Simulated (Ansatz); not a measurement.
A nudged elastic band was laid between two geometries of a periodic cell of 17 atoms, K16H (host K, host structure bcc, interstitial H).

These are results of Ansatz 0.2.0, DFT PBE, scalar-relativistic, plane waves, PAW, not measurements. Settings: cutoff 420 eV, k mesh 2x2x2, fermi-dirac smearing 0.15 eV, no spin polarisation.

- movable images: 3
- climbing image: yes
- spring: 5.0 eV/Å²
- optimiser: quadratic models (default)
- start path: IDPP
- force threshold: 0.03 eV/Å
- iteration limit: 80
- end points: relaxed

Image 0:

```xyz
17
Lattice="10.4600 0.0000 0.0000 0.0000 10.4600 0.0000 0.0000 0.0000 10.4600" Properties=species:S:1:pos:R:3
K 0.001 -0.158 0.209
K 5.230 -0.100 -0.188
K 0.001 5.378 0.206
K 0.001 0.331 5.197
K 2.769 2.611 2.405
K 5.230 5.321 -0.189
K 5.231 0.139 5.346
K 7.692 2.611 2.405
K 0.001 4.895 5.198
K 2.715 7.844 2.795
K 2.284 2.612 7.870
K 5.231 5.082 5.347
K 7.746 7.844 2.795
K 8.177 2.612 7.870
K 2.471 7.841 7.726
K 7.990 7.841 7.726
H 0.000 2.606 6.535
```

Image 4:

```xyz
17
Lattice="10.4600 0.0000 0.0000 0.0000 10.4600 0.0000 0.0000 0.0000 10.4600" Properties=species:S:1:pos:R:3
K 0.000 -0.208 0.146
K 5.231 0.178 0.084
K 0.001 5.251 -0.340
K 0.000 -0.208 5.079
K 2.477 2.721 2.612
K 5.232 5.121 -0.141
K 5.231 0.178 5.141
K 7.984 2.720 2.612
K 0.001 5.250 5.570
K 2.692 7.655 2.613
K 2.271 2.587 7.843
K 5.232 5.121 5.366
K 7.769 7.655 2.613
K 8.188 2.587 7.843
K 2.761 8.047 7.842
K 7.697 8.049 7.842
H 0.011 3.936 7.842
```

Question: Which bonds break or form, and what moves?

Answer: The atom that moves furthest is H17, by 1.86 Å; four of its nearest neighbours are K4 2.64, K11 2.64, K14 2.65, K9 2.65 Å at the first end and K9 2.62, K3 2.63, K11 2.63, K14 2.65 Å at the last.

Question: What energy profile does the band end with?

Answer: It converged. The highest image is number 2 of 0 to 4, 0.062 eV above the ends, which have the same energy within 2 meV. By the program's own check the climbing image is a first-order saddle point (lowest curvatures found: -0.14 and 0.05 eV/Å²). Limits of this set-up: coarse k mesh, odd electron count without spin, a small cell, in which the defect meets its images, a typed lattice constant that wasn't relaxed here.

```json
{"image": "0", "path coordinate (Å)": "0.00", "energy (eV)": "0.000", "K4–H17 (Å)": "2.64", "K3–H17 (Å)": "4.97"}
{"image": "1", "path coordinate (Å)": "0.89", "energy (eV)": "0.024", "K4–H17 (Å)": "2.72", "K3–H17 (Å)": "4.29"}
{"image": "2", "path coordinate (Å)": "1.78", "energy (eV)": "0.062", "K4–H17 (Å)": "3.20", "K3–H17 (Å)": "3.20"}
{"image": "3", "path coordinate (Å)": "2.67", "energy (eV)": "0.025", "K4–H17 (Å)": "4.29", "K3–H17 (Å)": "2.72"}
{"image": "4", "path coordinate (Å)": "3.55", "energy (eV)": "0.001", "K4–H17 (Å)": "4.98", "K3–H17 (Å)": "2.63"}
```

Question: What is the geometry of the highest image?

Answer: 
```xyz
17
Lattice="10.4600 0.0000 0.0000 0.0000 10.4600 0.0000 0.0000 0.0000 10.4600" Properties=species:S:1:pos:R:3
K 0.001 0.036 -0.041
K 5.231 -0.101 0.096
K 0.001 4.964 -0.473
K 0.001 0.466 5.490
K 2.603 2.705 2.501
K 5.231 5.392 -0.032
K 5.231 0.026 5.062
K 7.859 2.705 2.501
K 0.001 4.921 5.534
K 2.375 7.769 2.685
K 2.670 2.587 7.867
K 5.231 5.256 5.199
K 8.086 7.769 2.685
K 7.792 2.588 7.867
K 2.603 7.954 7.750
K 7.859 7.954 7.750
H 0.001 2.986 7.470
```

The band took 11 iterations and about 30 core-minutes.

Time of the run: 9.1 min on 4 threads of AMD EPYC 7R43 64-Core Processor (Zen 3) (shared host), peak memory 4.6 GiB.
